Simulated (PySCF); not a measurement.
# PBr⁻: the SCF solver's settings

Aim: find out which solver settings change the answer for PBr⁻.

The runs use PySCF 2.14.0; each script names its method and basis.

8 further runs of the same task are left out: 8 that didn't finish.

## Step 1: Where the work starts

PBr⁻: 2 atoms, charge -1, spin multiplicity 2.

Bond lengths: P1–Br2 2.280 Å.

## Step 2: Base script

input.py reads:

```python
from pyscf import gto, dft

mol = gto.M(
    atom='P 0 0 0; Br 0 0 2.28',
    basis='sbkjc',
    ecp={'P': 'sbkjc', 'Br': 'sbkjc'},
    charge=-1,
    spin=1,
    verbose=4,
)
mf = dft.UKS(mol, xc='lda,vwn')
mf = mf.newton()
mf.kernel()
mf.stability(internal=True, external=True)
mf.dip_moment()
print('orbital energies (hartree):', [e[max(0, n-3):n+3].round(4) for e, n in zip(mf.mo_energy, mol.nelec)])
```

Started as:

```console
> OMP_NUM_THREADS=1 python input.py
```

The log of this run is left out.

In short: E(SCF) = -19.811557 Eh, 4 macro-iterations, ⟨S²⟩ = 0.751, internal stable; real -> complex stable; UHF/UKS -> GHF/GKS unstable.

The bond length is a typed value, not an optimised one. The dipole of an ion depends on the origin.

## Step 3: Convergence threshold 1e-13 hartree

Variant 1 changes convergence threshold: default → 1e-13 hartree.

input.py reads:

```python
from pyscf import gto, dft

mol = gto.M(
    atom='P 0 0 0; Br 0 0 2.28',
    basis='sbkjc',
    ecp={'P': 'sbkjc', 'Br': 'sbkjc'},
    charge=-1,
    spin=1,
    verbose=4,
)
mf = dft.UKS(mol, xc='lda,vwn')
mf.conv_tol = 1e-13
mf = mf.newton()
mf.kernel()
mf.stability(internal=True, external=True)
mf.dip_moment()
print('orbital energies (hartree):', [e[max(0, n-3):n+3].round(4) for e, n in zip(mf.mo_energy, mol.nelec)])
```

Started as:

```console
> OMP_NUM_THREADS=1 python input.py
```

## Step 4: DIIS space 12

Variant 2 changes DIIS space: default → 12.

Edit input.py of step 2 so:

```diff
@@ -11,2 +11,3 @@
 mf = dft.UKS(mol, xc='lda,vwn')
+mf.diis_space = 12
 mf = mf.newton()
```

## Step 5: Damping 0.8

Variant 3 changes damping: none → 0.8.

Edit input.py of step 2 so:

```diff
@@ -11,2 +11,4 @@
 mf = dft.UKS(mol, xc='lda,vwn')
+mf.damp = 0.8
+mf.diis_start_cycle = 8
 mf = mf.newton()
```

## Step 6: Convergence threshold 1e-07 hartree

Variant 4 changes convergence threshold: default → 1e-07 hartree.

Edit input.py of step 2 so:

```diff
@@ -11,2 +11,3 @@
 mf = dft.UKS(mol, xc='lda,vwn')
+mf.conv_tol = 1e-07
 mf = mf.newton()
```

## Step 7: Initial guess sap

Variant 5 changes initial guess: minao → sap.

Edit input.py of step 2 so:

```diff
@@ -11,2 +11,3 @@
 mf = dft.UKS(mol, xc='lda,vwn')
+mf.init_guess = 'sap'
 mf = mf.newton()
```

What does the calculation give? Wanted: for each run, E(SCF); from base; gap, α spin; after the SCF.

As calculated:

```
                                run  E(SCF) (hartree)  from base (eV)   cycles  gap, α spin (eV)                 after the SCF
                               base        -19.811557               0  4 macro              1.61  unstable: UHF/UKS -> GHF/GKS
convergence threshold 1e-13 hartree        -19.811557          0.0000  4 macro              1.61  unstable: UHF/UKS -> GHF/GKS
                      DIIS space 12        -19.811557          0.0000  4 macro              1.61  unstable: UHF/UKS -> GHF/GKS
                        damping 0.8        -19.811557          0.0000  4 macro              1.61  unstable: UHF/UKS -> GHF/GKS
convergence threshold 1e-07 hartree        -19.811557          0.0000  4 macro              1.61  unstable: UHF/UKS -> GHF/GKS
                  initial guess sap        -19.811557          0.0000  4 macro              1.61  unstable: UHF/UKS -> GHF/GKS
```

Distance from each run's final energy (log10 hartree) by cycle:

```
                                run  cycle 1  cycle 2  cycle 3  cycle 5  cycle 8  cycle 12
                               base     -2.5     -6.1    < -11     done     done      done
convergence threshold 1e-13 hartree     -2.5     -6.1    < -11     done     done      done
                      DIIS space 12     -2.5     -6.1    < -11     done     done      done
                        damping 0.8     -2.5     -6.1    < -11     done     done      done
convergence threshold 1e-07 hartree     -2.5     -6.7    < -11     done     done      done
                  initial guess sap     -0.5     -2.3    < -11     done     done      done
```

What this shows: The highest filled level of this anion is positive: the basis lacks diffuse functions or the electron is not bound, so these numbers hang on the basis. The SCF energy stays the same, to the digits that matter, with convergence threshold 1e-13 hartree or DIIS space 12 or damping 0.8 or convergence threshold 1e-07 hartree or initial guess sap. The cycles with DIIS space 12 or damping 0.8 repeat those of the base digit for digit, so the setting never acted.
